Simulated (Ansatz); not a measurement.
# AlBrH5P (built from SMILES P.[AlH2][Br]): a reaction path by the nudged elastic band

Aim: the minimum-energy path between two given structures and its highest point. Both ends were relaxed at PBE0-D4 in triple zeta.

Method: PBE0-D4/def2-SVP; program: Ansatz 0.2.0, Gaussian basis.

22 further runs of the same task are left out: 22 set aside as unsound or not needed.

### 1 The starting structure

The first end: 8 atoms, charge 0, spin multiplicity 1.

Atoms are counted from 1 here; the program's logs count them from 0.

Bond lengths: Al1–Br2 2.314 Å, Al1–H3 1.586 Å, Al1–H4 1.586 Å, Al1–P6 2.511 Å, H5–P6 1.407 Å, P6–H7 1.411 Å, P6–H8 1.407 Å. Angles: Br2–Al1–H3 115.7°, Br2–Al1–H4 115.7°, Br2–Al1–P6 92.1°, H3–Al1–H4 122.7°, H3–Al1–P6 101.0°, H4–Al1–P6 101.0°, Al1–P6–H5 115.3°, Al1–P6–H7 124.0°, Al1–P6–H8 115.2°, H5–P6–H7 99.4°, H5–P6–H8 99.5°, H7–P6–H8 99.4°.

Coordinates:

```mol
AlBrH5P
  3D, bonds by distance, orders not assigned

  8  7  0  0  0  0  0  0  0  0999 V2000
   -0.8574   -0.6345   -0.9456 Al  0  0
    0.9472   -0.5943   -2.3932 Br  0  0
   -1.1700   -2.0375   -0.2760 H   0  0
   -1.9787    0.4538   -1.2151 H   0  0
    1.0122    1.7324    0.5401 H   0  0
    0.4635    0.4806    0.8762 P   0  0
   -0.0555    0.7904    2.1514 H   0  0
    1.6387   -0.1908    1.2622 H   0  0
  1  2  8  0
  1  3  8  0
  1  4  8  0
  1  6  8  0
  5  6  8  0
  6  7  8  0
  6  8  8  0
M  END
```

The second end:

```tsv
atom	x (Å)	y (Å)	z (Å)
Al1	-0.9679	-0.6538	-0.2484
Br2	1.0122	0.3364	-1.9894
H3	-0.6867	-2.1788	-0.5873
H4	-2.1571	0.1326	-0.9462
H5	1.7176	0.9465	-0.9125
P6	-0.1612	0.1761	1.7925
H7	0.0652	1.4946	1.3103
H8	1.1779	-0.2534	1.5810
```

### 2 The band at PBE0-D4/def2-SVP

neb/in.yaml reads:

```yaml
crystal:
  periodic: [false, false, false]
  atoms:
    - {symbol: Al, position_ang: [-0.857381, -0.634502, -0.945569]}
    - {symbol: Br, position_ang: [0.947193, -0.594306, -2.393164]}
    - {symbol: H, position_ang: [-1.169954, -2.037485, -0.276007]}
    - {symbol: H, position_ang: [-1.978683, 0.453790, -1.215118]}
    - {symbol: H, position_ang: [1.012229, 1.732409, 0.540121]}
    - {symbol: P, position_ang: [0.463499, 0.480614, 0.876191]}
    - {symbol: H, position_ang: [-0.055538, 0.790391, 2.151431]}
    - {symbol: H, position_ang: [1.638734, -0.190810, 1.262216]}
basis:
  gaussian: {orbitals: def2-SVP}
hamiltonian: {xc: pbe0, dispersion: d4}
neb:
  images: 5
  climbing: true
  max_iterations: 40
  initial_path: idpp
  final_atoms:
    - {symbol: Al, position_ang: [-0.967909, -0.653847, -0.248408]}
    - {symbol: Br, position_ang: [1.012183, 0.336361, -1.989417]}
    - {symbol: H, position_ang: [-0.686674, -2.178812, -0.587272]}
    - {symbol: H, position_ang: [-2.157069, 0.132574, -0.946182]}
    - {symbol: H, position_ang: [1.717618, 0.946497, -0.912481]}
    - {symbol: P, position_ang: [-0.161186, 0.176070, 1.792475]}
    - {symbol: H, position_ang: [0.065217, 1.494609, 1.310342]}
    - {symbol: H, position_ang: [1.177920, -0.253351, 1.581043]}
```

Command:

```console
$ ansatz run in.yaml --threads 4 --pin off --events-out ev --progress --plain --max-ram 9574MiB
```

**Question.** What will these runs give? Wanted: from earlier runs: barrier over the separately found saddle, CCSD(T)/def2-TZVPP.

The runs gave:

```
                                                                       quantity                                                   value
                                                PBE0-D4/def2-SVP, 14 iterations  highest 165.2 kJ/mol (image 4), last end +160.4 kJ/mol
from earlier runs: barrier over the separately found saddle, CCSD(T)/def2-TZVPP                                            174.6 kJ/mol
```

**Reading.** The highest image lies 165.2 kJ/mol above the first end, and it climbed, so it estimates the saddle. The ends are not quite minima at this level (largest force component 0.19 eV/Å), which shifts the heights a little. The highest image is 9.3 kJ/mol below the CCSD(T) barrier in triple zeta, which comes from separate runs on the saddle.
